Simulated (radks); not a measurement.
# Ar⁺ in [Ne] 3p5 4s2: an all-electron calculation

One table from this session's results is given with a row withheld; the runs are named, their logs left out.

Method: Dirac Kohn-Sham, B86b exchange with PBE correlation, spin-unpolarised, spherical densities, finite nucleus; open shells fill j = l - 1/2 first. Code: radks (a radial shooting solver on a logarithmic mesh, Libxc functionals) version 1.

## The atom as given

| Property | Result |
| --- | --- |
| element | argon (Z = 18) |
| charge | +1 |
| electrons | 17 |
| configuration | [Ne] 3p5 4s2 |
| nuclear rms radius | 3.4274 fm |

Set-up of the first run:

The run's settings:

```text
Z 18
configuration [Ne] 3p5 4s2
relativity Dirac
functional b86_mgc,pbe
spin unpolarised
j_filling energy
nucleus finite rms 3.4274 fm
c 137.035999084
```

One of the session's tables, all rows but one given; the rest of the session is left out.

It belongs to the step «Shells». Radial moments (bohr):

```
level      <r>  outermost maximum (interpolated)  90 % within  nodes
1s1/2  0.08570                            0.0560        0.153      0
2s1/2   0.4132                             0.338        0.645      1
2p1/2   0.3741                             0.279        0.620      0
2p3/2   0.3765                             0.281        0.623      0
3p1/2    1.407                              1.20         2.14      1
3p3/2    1.413                              1.20         2.15      1
4s1/2        ?                                 ?            ?      ?
```

Q: Estimate the row for 4s1/2 from the others.

The run gave: <r>: 3.560; outermost maximum (interpolated): 3.21; 90 % within: 5.16; nodes: 3. In the column «<r>» it is the highest.
